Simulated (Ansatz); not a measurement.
# HfB2: response to strain

Aim: deform HfB2 (zz strain of +2 %) and compute stress, forces and field gradients with LAPW, PAW and all-electron datasets made for the crystal.

Program: Ansatz 0.2.0. Level of theory: DFT PBEsol, scalar-relativistic. These are calculated values, not measurements.

**1. The system as given**

The structure is hexagonal, space group P6/mmm (No. 191). The conventional cell has a = 3.140 Å, b = 3.140 Å, c = 3.480 Å, α = 90.00°, β = 90.00°, γ = 120.00°. Hf (site symmetry 6/mmm) is surrounded by 12 B at 2.51 Å. B (site symmetry -6m2) is surrounded by 3 B at 1.81 Å and 6 Hf at 2.51 Å.

Structure file:

```xyz
3
Lattice="3.1400 0.0000 0.0000 -1.5700 2.7193 0.0000 0.0000 0.0000 3.4800" Properties=species:S:1:pos:R:3 pbc="T T T"
Hf    0.0000    0.0000    0.0000
B     0.0000    1.8129    1.7400
B     1.5700    0.9064    1.7400
```

Atoms are numbered in the order of the input: Hf1, B2, B3.

**2. The deformed structure**

Space group P6/mmm before, P6/mmm after.

**3. Full-potential LAPW**

Input file input.yaml:

```yaml
crystal:
  lattice:
    - [3.1400001005, 0.0, 0.0]
    - [-1.5700000503, 2.7193198549, 0.0]
    - [0.0, 0.0, 3.5496]
  atoms:
    - { symbol: Hf, position: [0.0, 0.0, 0.0] }
    - { symbol: B, position: [0.3333333333, 0.6666666667, 0.5] }
    - { symbol: B, position: [0.6666666667, 0.3333333333, 0.5] }
kpoints:
  mp_grid: { grid: [15, 15, 12] }
  band_path:
    path:
      - [0.0, 0.0, 0.0]
      - [0.5, 0.0, 0.0]
      - [0.3333333333, 0.3333333333, 0.0]
      - [0.0, 0.0, 0.0]
      - [0.0, 0.0, 0.5]
      - [0.5, 0.0, 0.5]
      - [0.3333333333, 0.3333333333, 0.5]
      - [0.0, 0.0, 0.5]
      - [0.5, 0.0, 0.5]
    npoints: 5
scf:
  occupations: { method: fermi_dirac, width: 0.03 }
hamiltonian:
  xc: pbesol
  pseudopotentials: { kind: all_electron, lapw: { basis_error: 0.001 } }
output:
  forces: true
  stress: true
  eigenvalues: true
```

Run with:

```bash
$ ansatz run input.yaml --threads 1 --pin off --max-ram 4096MiB --backend cpu --events-out ev --progress --plain --runs-dir out
```

Output (excerpt; [...] marks lines left out):

```text
LAPW: plane waves up to 8.672 Å⁻¹, error target 1.0e-3 eV per atom; small_component_spin mean_spin; B in spheres of 0.906 Å, 5 of its electrons in bands, Dirac shells []; Hf in spheres of 1.399 Å, 42 of its electrons in bands, Dirac shells []
[...]
Pseudopotentials: kind: all_electron
Pseudopotential: Hf, LAPW, valence charge 42, Koelling and Harmon's equation, gaussian nucleus
Pseudopotential: B, LAPW, valence charge 5, Koelling and Harmon's equation, gaussian nucleus
Functional definition: PBEsol
[...]
Crystal: 3 atoms, lattice volume = 30.309 Å³
Basis set: ecut = 286.51182490099285 eV, 339 PW (Γ), exchange–correlation at level 2
Bands: 32, of which v1, the nominal top of the filled ones, is band 26 counted from 1 (25 counted from 0)
Symmetry: 24 space group operations
Space group: P6/mmm (ITA 191), of the structure as read, at distance tolerance 3.1e-5 Å
k-points: 189 of 2700
[...]
SCF iter   1: F=—  HF=-411477.365165 eV  |F-HF|=—  |Δ(HF+E_count)|=         —  Δρ=7.49e-2  dr2=3.31e0  ethr=6.36e-3  ⟨swp⟩=2.0  Hψ=37555  notcnv=0
[...]
the basis was enlarged: its passes take 280.3 KiB over the memory plan, 1 of 1 planned eigensolver slots
[...]
SCF iter   9: F=-411476.028869 eV  HF=-411476.028869 eV  |F-HF|=8.85e-9  |Δ(HF+E_count)|=   4.60e-8  Δρ=1.19e-5  dr2=3.60e-8  ethr=1.20e-9  ⟨swp⟩=2.0  Hψ=17203  notcnv=0
[...]
NSCF: frozen V_eff on 41 k-points
SCF converged after 9 iterations
Free energy (F): -411476.028869 eV
[...]
E sigma→0 (E₀):  -411476.028586 eV
Entropy (-TS):   -0.000566 eV (-0.189 meV/atom)
Fermi energy:    20.364693 eV
[...]
--- Forces (eV/Å), atoms counted from 1 ---
  atom   1  Hf    -0.00000000     0.00000000     0.00000000
  atom   2  B     -0.00000000     0.00000000     0.00000000
  atom   3  B      0.00000000     0.00000000    -0.00000000
[...]
--- Stress (GPa, compression-positive) ---
       -6.014850      -0.000000      -0.000000
       -0.000000      -6.014850      -0.000000
       -0.000000      -0.000000     -13.466248
  P = ⅓ Tr σ = -8.4986 GPa (-84.986 kbar)
--- Band table (eV; the first three rows and the last of 189) ---
[...]
```

It took 61 s on 1 thread of Arm Neoverse V1, shared host; peak memory 0.68 GiB.

Result: pressure -8.50 GPa; no gap.

**4. PAW with frozen cores**

Input file input.yaml:

```yaml
crystal:
  lattice:
    - [3.1400001005, 0.0, 0.0]
    - [-1.5700000503, 2.7193198549, 0.0]
    - [0.0, 0.0, 3.5496]
  atoms:
    - { symbol: Hf, position: [0.0, 0.0, 0.0] }
    - { symbol: B, position: [0.3333333333, 0.6666666667, 0.5] }
    - { symbol: B, position: [0.6666666667, 0.3333333333, 0.5] }
kpoints:
  mp_grid: { grid: [15, 15, 12] }
scf:
  occupations: { method: fermi_dirac, width: 0.03 }
hamiltonian:
  xc: pbesol
  pseudopotentials: { kind: paw }
output:
  forces: true
  stress: true
  eigenvalues: true
  efg: { contact_densities: true }
```

Run with:

```bash
$ ansatz run input.yaml --threads 1 --pin off --max-ram 4096MiB --backend cpu --events-out ev --progress --plain --runs-dir out
```

Output (excerpt; [...] marks lines left out):

```text
Hf: output.efg is read without spin–orbit coupling, which moves field gradients at and beside such atoms by some per cent and up to a factor of two; PAW files take it under magnetization.noncollinear and magnetization.spin_orbit
[...]
Pseudopotentials: kind: paw
Pseudopotential: Hf, paw, valence charge 26, recommended cutoff 420 eV (normal)
Pseudopotential: B, paw, valence charge 3, recommended cutoff 420 eV (normal)
[... 1 set-up line as earlier in the session ...]
[...]
Crystal: 3 atoms, lattice volume = 30.309 Å³
Basis set: ecut = 420 eV, 563 PW (Γ), exchange–correlation on 48×48×48 points (8 copies of the dense FFT grid, shifted against one another)
Bands: 20, of which v1, the nominal top of the filled ones, is band 16 counted from 1 (15 counted from 0)
[... 2 set-up lines as earlier in the session ...]
k-points: 189 of 2700
[...]
       -6.040537      -0.000000      -0.000000
       -0.000000      -6.040537      -0.000000
       -0.000000      -0.000000     -13.582598
  P = ⅓ Tr σ = -8.5546 GPa (-85.546 kbar)
--- PAW observables at the nuclei: V_zz in 10²¹ V/m², potentials from the cell's mean, atoms counted from 1 ---
  atom   1  Hf V_zz =   +11.487262   η = 0.0000   by run symmetry: allowed
            electrostatic potential = -14183.817565 V   contact ρ = 7519010.820926 e/Å³
  atom   2  B  V_zz =    +0.173584   η = 0.0000   by run symmetry: allowed
            electrostatic potential = -335.522568 V   contact ρ = 481.231841 e/Å³
  atom   3  B  V_zz =    +0.173584   η = 0.0000   by run symmetry: allowed
            electrostatic potential = -335.522568 V   contact ρ = 481.231841 e/Å³
--- Band table (eV; the first three rows and the last of 189) ---
  k-point 0: bands = ["-41.8548", "-10.7296", "-10.2250", "-10.2250", "6.3601", "8.1572", "8.1804", "8.1913", "8.1913", "8.1937", "8.1937", "8.2882", "16.8759", "17.0924", "17.2594", "17.2594", "23.8637", "23.8637", "24.3377", "24.3377"]
[...]
```

It took 8.3 s on 1 thread of Arm Neoverse V1, shared host; peak memory 0.44 GiB.

Read from it: pressure -8.55 GPa; no gap; Vzz Hf1 11.49 (η = 0.00), B2 0.17 (η = 0.00) (10²¹ V/m²).

**5. Datasets made for this crystal**

input.yaml, as its differences from that of step 4:

```diff
@@ -15,3 +15,3 @@
   xc: pbesol
-  pseudopotentials: { kind: paw }
+  pseudopotentials: { kind: all_electron, datasets: crystal }
 output:
```

Run with:

```bash
$ ansatz run input.yaml --threads 1 --pin off --max-ram 4096MiB --backend cpu --events-out ev --progress --plain --runs-dir out
```

Output (excerpt; [...] marks lines left out):

```text
[...]
Hf: output.efg is read without spin–orbit coupling, which moves field gradients at and beside such atoms by some per cent and up to a factor of two; PAW files take it under magnetization.noncollinear and magnetization.spin_orbit
[...]
[... 1 set-up line as earlier in the session ...]
Pseudopotential: Hf, paw, valence charge 26, recommended cutoff 400 eV (normal), Koelling and Harmon's equation, gaussian nucleus
Pseudopotential: B, paw, valence charge 3, recommended cutoff 400 eV (normal), Koelling and Harmon's equation, gaussian nucleus
[... 1 set-up line as earlier in the session ...]
[...]
Crystal: 3 atoms, lattice volume = 30.309 Å³
Basis set: ecut = 400 eV, 563 PW (Γ), exchange–correlation on 48×48×48 points (8 copies of the dense FFT grid, shifted against one another)
Bands: 20, of which v1, the nominal top of the filled ones, is band 16 counted from 1 (15 counted from 0)
[... 1 set-up line as earlier in the session ...]
[...]
       -6.017618      -0.000000      -0.000000
       -0.000000      -6.017618      -0.000000
       -0.000000      -0.000000     -13.467712
  P = ⅓ Tr σ = -8.5010 GPa (-85.010 kbar)
--- PAW observables at the nuclei: V_zz in 10²¹ V/m², potentials from the cell's mean, atoms counted from 1 ---
  atom   1  Hf V_zz =   +12.029865   η = 0.0000   by run symmetry: allowed
            electrostatic potential = -14181.140711 V   contact ρ = 7515498.058318 e/Å³
  atom   2  B  V_zz =    +0.198490   η = 0.0000   by run symmetry: allowed
            electrostatic potential = -334.806600 V   contact ρ = 481.255895 e/Å³
  atom   3  B  V_zz =    +0.198490   η = 0.0000   by run symmetry: allowed
            electrostatic potential = -334.806600 V   contact ρ = 481.255895 e/Å³
--- Band table (eV; the first three rows and the last of 189) ---
  k-point 0: bands = ["-41.4727", "-10.3423", "-9.8423", "-9.8423", "6.7443", "8.5405", "8.5589", "8.5740", "8.5740", "8.5750", "8.5750", "8.6666", "17.2596", "17.4763", "17.6402", "17.6402", "24.2499", "24.2499"]
[...]
```

It took 35 s on 1 thread of Arm Neoverse V1, shared host; peak memory 0.8 GiB.

Result: pressure -8.50 GPa; no gap; Vzz Hf1 12.03 (η = 0.00), B2 0.20 (η = 0.00) (10²¹ V/m²).

**6. Stress and forces compared**

Stress (GPa, compression positive):

```tsv
method	xx	yy	zz	yz	xz	xy
LAPW	-6.01	-6.01	-13.47	0.00	0.00	0.00
PAW	-6.04	-6.04	-13.58	0.00	0.00	0.00
crystal datasets	-6.02	-6.02	-13.47	0.00	0.00	0.00
```

```
          method  pressure (GPa)  Vzz Hf1 (10²¹ V/m²)  Vzz B2 (10²¹ V/m²)  SCF cycles, all passes
            LAPW           -8.50                    –                   –                       9
             PAW           -8.55                11.49                0.17                       6
crystal datasets           -8.50                12.03                0.20                       8
```

**7. Outcome**

| quantity | value |
| --- | --- |
| pressure | LAPW -8.50, PAW -8.55, crystal datasets -8.50 GPa |
| largest shear or deviatoric stress (LAPW) | 4.97 GPa |

What this shows: The largest part of the stress beyond the pressure is 4.97 GPa in size, in the zz component; the atoms are carried along and not relaxed. No run of the undeformed cell stands beside it, so the pressure holds what the given cell had before the change. PAW: stress within 0.12 GPa of LAPW. Crystal datasets: stress within 0.01 GPa of LAPW. Spin-orbit coupling is left out, though the cell holds Hf; in elements this heavy it can shift bands and gaps by tenths of an eV.
